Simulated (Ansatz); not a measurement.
# C2H3FSSi: a ladder of functionals and wavefunction methods

An exercise on one series of results from a longer session: the logs are not shown, and one member is left open.

Computed with Ansatz 0.2.0, Gaussian basis. Level: functionals in def2-TZVPP, the program's frozen cores in correlated methods.

Plan: LDA (SPW92), PBE-D4, revPBE-D4, BLYP-D4, r2SCAN-D4, B97M-V, PBE0-D4, B3LYP-D4, r2SCANh-D4, r2SCAN0-D4, HSE06-D4, BHLYP-D4, CAM-B3LYP-D4, LC-ωPBE, ωB97X-V, ωB97M-V, B2PLYP, PBE-QIDH; CCSD(T)/def2-SVP; CCSD(T)/def2-TZVPP; MP2/def2-QZVPP; extrapolation to the limit; RPA on PBE.

### The geometry

All runs share one geometry, relaxed beforehand with PBE0-D4 in a triple-zeta def2 set.

8 atoms, charge 0, spin multiplicity 1.

Atoms are counted from 1 here; the program's logs count them from 0.

Bond lengths: F1–C2 1.323 Å, C2–C3 1.330 Å, C2–Si5 1.787 Å, C3–S4 1.716 Å, C3–Si5 1.834 Å, S4–H6 1.346 Å, Si5–H7 1.484 Å, Si5–H8 1.484 Å. Angles: F1–C2–C3 134.2°, F1–C2–Si5 155.5°, C3–C2–Si5 70.3°, C2–C3–S4 142.5°, C2–C3–Si5 66.6°, S4–C3–Si5 150.8°, C3–S4–H6 97.7°, C2–Si5–C3 43.1°, C2–Si5–H7 122.6°, C2–Si5–H8 122.6°, C3–Si5–H7 121.2°, C3–Si5–H8 121.2°, H7–Si5–H8 110.6°.

Set-up of the first run:

File in.yaml:

```yaml
crystal:
  periodic: [false, false, false]
  atoms:
    - {symbol: F, position_ang: [1.510910, 1.594258, 0.025514]}
    - {symbol: C, position_ang: [0.798701, 0.479109, 0.022444]}
    - {symbol: C, position_ang: [-0.501895, 0.209497, -0.044749]}
    - {symbol: S, position_ang: [-2.043580, 0.954626, -0.161535]}
    - {symbol: Si, position_ang: [0.547405, -1.289822, 0.069284]}
    - {symbol: H, position_ang: [-1.624981, 2.233968, -0.181428]}
    - {symbol: H, position_ang: [0.774408, -2.161738, -1.109936]}
    - {symbol: H, position_ang: [0.631030, -2.076898, 1.324606]}
basis:
  gaussian: {orbitals: def2-TZVPP}
hamiltonian: {xc: lda}
output: {orbitals: {seedname: orbitals}}
```

On the command line:

```console
ansatz run in.yaml --threads 2 --pin off --events-out ev --progress --plain --max-ram 4352MiB
```

Steps of the session up to this table: LDA; PBE-D4 (GGA); revPBE-D4 (GGA); BLYP-D4 (GGA); r2SCAN-D4 (meta-GGA); B97M-V (meta-GGA); PBE0-D4 (hybrid); B3LYP-D4 (hybrid); r2SCANh-D4 (hybrid); r2SCAN0-D4 (hybrid); HSE06-D4 (hybrid); BHLYP-D4 (hybrid); CAM-B3LYP-D4 (range-separated); LC-ωPBE (range-separated); ωB97X-V (range-separated); ωB97M-V (range-separated); B2PLYP (double hybrid); PBE-QIDH (double hybrid).

One table of the session follows, with a row left open; its other results are not shown here.

It belongs to the step «Orbital energies across the functionals». 

| functional | HOMO (eV) | gap (eV) |
| --- | --- | --- |
| LDA (SPW92) | -5.92 | 4.33 |
| PBE-D4 | -5.77 | 4.37 |
| revPBE-D4 | -5.71 | 4.39 |
| BLYP-D4 | -5.59 | 4.31 |
| r2SCAN-D4 | -5.98 | 4.84 |
| B97M-V | -6.06 | 4.82 |
| PBE0-D4 | -6.87 | 6.31 |
| B3LYP-D4 | -6.64 | 5.86 |
| r2SCANh-D4 | -6.39 | 5.55 |
| r2SCAN0-D4 | -7.01 | 6.61 |
| HSE06-D4 | -6.48 | 5.54 |
| BHLYP-D4 | ? | ? |
| CAM-B3LYP-D4 | -8.09 | 8.54 |
| LC-ωPBE | -9.42 | 11.01 |
| ωB97X-V | -9.06 | 10.53 |
| ωB97M-V | -8.93 | 10.13 |

Estimate the missing values for BHLYP-D4.

Worked estimate for «HOMO (eV)». Against the share of exact exchange, BLYP-D4 (0, -5.59), B3LYP-D4 (0.2, -6.64) give a slope of -5.25 per unit share; at 0.5 the line stands at -8.21.

As computed: HOMO (eV): -7.82; gap (eV): 8.11. In «HOMO (eV)» the line misses by -0.39.
